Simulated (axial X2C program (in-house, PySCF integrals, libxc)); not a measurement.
# A two-component session on AsH⁺: EOM-EA-CCSD levels

Wanted for AsH⁺: EOM-EA-CCSD levels, at the two-component level.

Computed with an in-house X2C program for linear molecules on PySCF integrals. Level: two-component X2C with atomic mean-field terms, As dyall-acv3z, H dyall-av3z.

All values are calculated.

## Step 1: Input

The input, task.json:

```json
{"zs": [33, 1], "q": 1, "bas": ["dyall-acv3z", "dyall-av3z"], "r0": 1.53, "eom": "ea", "thr": -2.0, "nmax": 92, "grid": [1, 0.96, 1.045, 0.92, 1.09, 1.15]}
```

Keys: zs atomic numbers; q charge; bas basis sets; r0 starting distance in Å; eom kind of EOM run; thr threshold in hartree for freezing inner shells (an s shell follows its p shell); nmax most natural virtual spinors; grid distances as factors.

Started as:

```console
$ python soeom.py task.json out
```

The runs that follow: EOM-EA-CCSD at 1.534 Å.

**Question.** What will these runs give? Wanted: next root; T1 of the reference; lowest state, Re and ωe.

The runs gave:

```
               quantity                            value
 lowest root at 1.534 Å               Ω = 1/2, 17.848 eV
              next root  Ω = 3/2, about 1490 cm⁻¹ higher
    T1 of the reference                            0.009
lowest state, Re and ωe               1.527 Å, 2225 cm⁻¹
```

In words: The added electron is bound by 17.85 eV in a spinor of 83% As pπ, 9% H pπ, 7% H dπ. Errors of 0.1 to 0.3 eV are usual at this size, and roots led by higher excitations are left out, so the list is incomplete, and low states of that kind can be missing. The bond is 0.037 Å shorter than in the closed-shell reference at CCSD (1.564 Å).
